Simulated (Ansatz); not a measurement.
# GaH5O: the cost of one run

All numbers below are computed with Ansatz 0.2.0 (RKS BLYP-D4/def2-SVP).

## Step 1: The structure to begin with

Bond lengths: Ga1–H3 1.570 Å, Ga1–H4 1.570 Å, Ga1–O5 2.090 Å, O5–H6 1.010 Å. Angles: H3–Ga1–H4 120.0°, H3–Ga1–O5 97.0°, H4–Ga1–O5 101.2°, Ga1–O5–H6 109.5°.

Structure file:

```xyz
7

Ga    0.0000    0.0000    0.0000
H     0.0000    0.0000    1.9200
H     1.3596    0.0000   -0.7850
H    -1.3596    0.0000   -0.7850
O     0.0874   -1.9815    0.6590
H    -0.4591   -2.5661    0.0429
H     0.0441   -1.0002    1.8157
```

## Step 2: Pulling towards end A

Springs on the bonds that form and break draw the guess towards this end; the thresholds are loose.

input.yaml

```yaml
crystal:
  periodic: [false, false, false]
  atoms:
    - { symbol: Ga, position_ang: [0.0, 0.0, 0.0] }
    - { symbol: H, position_ang: [0.0, 0.0, 1.92] }
    - { symbol: H, position_ang: [1.3596, 0.0, -0.785] }
    - { symbol: H, position_ang: [-1.3596, 0.0, -0.785] }
    - { symbol: O, position_ang: [0.0874, -1.9815, 0.659] }
    - { symbol: H, position_ang: [-0.4591, -2.5661, 0.0429] }
    - { symbol: H, position_ang: [0.0441, -1.0002, 1.8157] }
basis:
  gaussian: { orbitals: def2-SVP }
hamiltonian:
  xc: blyp
  dispersion: d4
relax:
  f_tol: 0.15
  max_steps: 25
  restrain:
    - { distance: [0, 4], at: 2.99, k: 30.0 }
    - { distance: [6, 1], at: 1.86, k: 30.0 }
    - { distance: [0, 1], at: 1.57, k: 30.0 }
    - { distance: [6, 4], at: 1.01, k: 30.0 }
```

Command:

```bash
ansatz run input.yaml --threads 1 --pin off --max-ram 2048MiB --backend cpu --events-out ev --progress --plain --runs-dir out
```

Q: Estimate wall time and peak memory on 1 thread of Arm Neoverse V2, shared host.

About 16 s, with a peak of 0.12 GiB.
